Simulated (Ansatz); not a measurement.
# SiH2Cl (chlorosilyl radical): UCCSDT(Q)/STO-3G

Aim: the electronic atomisation energy of SiH2Cl (chlorosilyl radical) at UCCSDT(Q)/STO-3G, from 4 runs. 

The calculation is run with Ansatz 0.2.0.

52 further runs of the same task are left out: 52 set aside as unsound or not needed.

### Step 1. The molecule

SiH2Cl has 4 atoms, charge 0, and is taken as a doublet. As SMILES, `[SiH2]Cl`. Geometry: relaxed at GFN2-xTB.

Bond lengths: Si1–Cl2 2.022 Å, Si1–H3 1.451 Å, Si1–H4 1.451 Å. Angles: Cl2–Si1–H3 110.3°, Cl2–Si1–H4 110.2°, H3–Si1–H4 114.9°.

### Step 2. A single-point energy at UCCSDT(Q)/STO-3G

run.yaml

```yaml
basis:
  gaussian:
    orbitals: STO-3G
crystal:
  periodic: [false, false, false]
  atoms:
    - {symbol: Si, position_ang: [-0.283580, 0.237700, 0.131590]}
    - {symbol: Cl, position_ang: [1.597690, -0.059610, 0.811090]}
    - {symbol: H, position_ang: [-1.065000, -0.978280, 0.263310]}
    - {symbol: H, position_ang: [-0.249110, 0.800200, -1.205980]}
magnetization:
  spin_polarized: true
  initial_magnetization: 1
correlation:
  method: ccsdt_q
  frozen_orbitals: {Cl: 5, H: 0, Si: 5}
accuracy: high
scf:
  omitted_lower_state_checks: [cluster_reference, increment]
```

Started as:

```bash
$ ansatz run run.yaml --threads 1 --pin off --max-ram 2610MiB --events-out events.jsonl --progress --plain --runs-dir runs
```

The program printed, cut to the lines that bear on the results:

```text
Warning: RAYON_NUM_THREADS=1 ignored (pool sized by the plan → 1); use --threads N
Functional definition: HF
  name "HF"
[...]
341 factors; integrals over basis functions are off by at most 3.1e-9 eV
[...]
mean field -20172.90308325 eV, -741.3405146245 hartree, gradient 7.0e-8 eV, S^2 0.751516; 0 other end points of the search recorded, 0 dependent functions left out
10 core orbitals not correlated: weight in the atoms' cores, before any rotation towards them, 1.000 or more for the frozen orbitals, at most 0.000 for the correlated occupied ones
reference -20172.90308325 eV, -741.3405146245 hartree; 7, 6 occupied and 3, 4 virtual orbitals, 341 factors
second order -0.89330596 eV of doubles, -0.00000000 eV of singles
cycle   1  -1.15436619 eV  change   -2.6e-1 eV  update   4.8e-2
[...]
cycle  22  -1.33398376 eV  change  -7.1e-10 eV  update  6.7e-10
perturbative correction -0.00012214 eV, -0.0000044886 hartree
Total energy: -20174.23718915 eV, -741.3895421122 hartree
Checks for a lower state left out: cluster_reference, increment
```

Run time: 0.85 s. Hardware: 1 thread of AMD EPYC 7R43 (Zen 3), shared host; peak memory 0.096 GiB.

### Step 3. The Cl atom, same level

molecule.yaml

```yaml
crystal:
  periodic: [false, false, false]
  atoms:
    - symbol: Cl
      position_ang: [0.000000, 0.000000, 0.000000]
basis:
  gaussian: {orbitals: STO-3G}
magnetization: {spin_polarized: true, initial_magnetization: 1}
correlation: {method: ccsdt_q, frozen_orbitals: {Cl: 5}}
accuracy: high
scf: {omitted_lower_state_checks: [cluster_reference, increment]}
```

Started as:

```bash
$ ansatz run molecule.yaml --threads 1 --pin off --max-ram 2610MiB --events-out events.jsonl --progress --plain --runs-dir runs
```

The program printed, cut to the lines that bear on the results:

```text
Warning: RAYON_NUM_THREADS=1 ignored (pool sized by the plan → 1); use --threads N
[... 2 set-up lines as earlier in the session ...]
[...]
42 factors; integrals over basis functions are off by at most 1.8e-9 eV
[...]
mean field -12368.72316544 eV, -454.5421925083 hartree, gradient 2.2e-13 eV, S^2 0.750000; 3 other end points of the search recorded, 0 dependent functions left out
5 core orbitals not correlated: weight in the atoms' cores, before any rotation towards them, 1.000 or more for the frozen orbitals, at most 0.000 for the correlated occupied ones
reference -12368.72316544 eV, -454.5421925083 hartree; 4, 3 occupied and 0, 1 virtual orbitals, 42 factors
second order 0.00000000 eV of doubles, 0.00000000 eV of singles
cycle   1  0.00000000 eV  change     0.0e0 eV  update    0.0e0
cycle   2  0.00000000 eV  change     0.0e0 eV  update    0.0e0
perturbative correction 0.00000000 eV, 0.0000000000 hartree
Total energy: -12368.72316544 eV, -454.5421925083 hartree
Checks for a lower state left out: cluster_reference, increment
```

Run time: 0.28 s. Hardware: 1 thread of AMD EPYC 7R43 (Zen 3), shared host.

### Step 4. The H atom: a single-point energy at UHF/STO-3G

job.yaml

```yaml
crystal:
  periodic: [false, false, false]
  atoms:
    - {symbol: H, position_ang: [0.000000, 0.000000, 0.000000]}
basis:
  gaussian:
    orbitals: STO-3G
magnetization:
  spin_polarized: true
  initial_magnetization: 1
hamiltonian:
  xc: hf
accuracy: high
```

Run the same way, it converges to -0.46658 Eh (log not shown).

### Step 5. The Si atom at the same level

in.yaml

```yaml
crystal:
  periodic: [false, false, false]
  atoms:
    - symbol: Si
      position_ang: [0.000000, 0.000000, 0.000000]
basis:
  gaussian:
    orbitals: STO-3G
magnetization:
  spin_polarized: true
  initial_magnetization: 2
correlation:
  method: ccsdt_q
  frozen_orbitals: {Si: 5}
accuracy: high
scf:
  omitted_lower_state_checks: [cluster_reference, increment]
```

Run the same way, it converges to -285.47963 Eh (log not shown).

### Step 6. What came out

At UCCSDT(Q)/STO-3G, 10 core orbitals frozen:

```
                                              quantity          value
                                molecule: total energy  -741.38954 Eh
molecule: correlation energy (10 core orbitals frozen)      -49.0 mEh
           molecule: ⟨S²⟩ of the reference determinant          0.752
                               molecule: T1 diagnostic          0.006
                                 Cl atom: total energy  -454.54219 Eh
  Cl atom: correlation energy (5 core orbitals frozen)        0.0 mEh
            Cl atom: ⟨S²⟩ of the reference determinant          0.750
                                Cl atom: T1 diagnostic          0.000
                                  H atom: total energy    -0.46658 Eh
                                          H atom: ⟨S²⟩          0.750
                                 Si atom: total energy  -285.47963 Eh
  Si atom: correlation energy (5 core orbitals frozen)      -13.4 mEh
            Si atom: ⟨S²⟩ of the reference determinant          2.000
                                Si atom: T1 diagnostic          0.000
                         electronic atomisation energy      11.825 eV
```

**Reading.** Taking the molecule apart into free atoms costs 11.82 eV (273 kcal/mol), before zero-point energy and without spin-orbit coupling. In a minimal basis such a difference can be off by several eV, whatever the method.
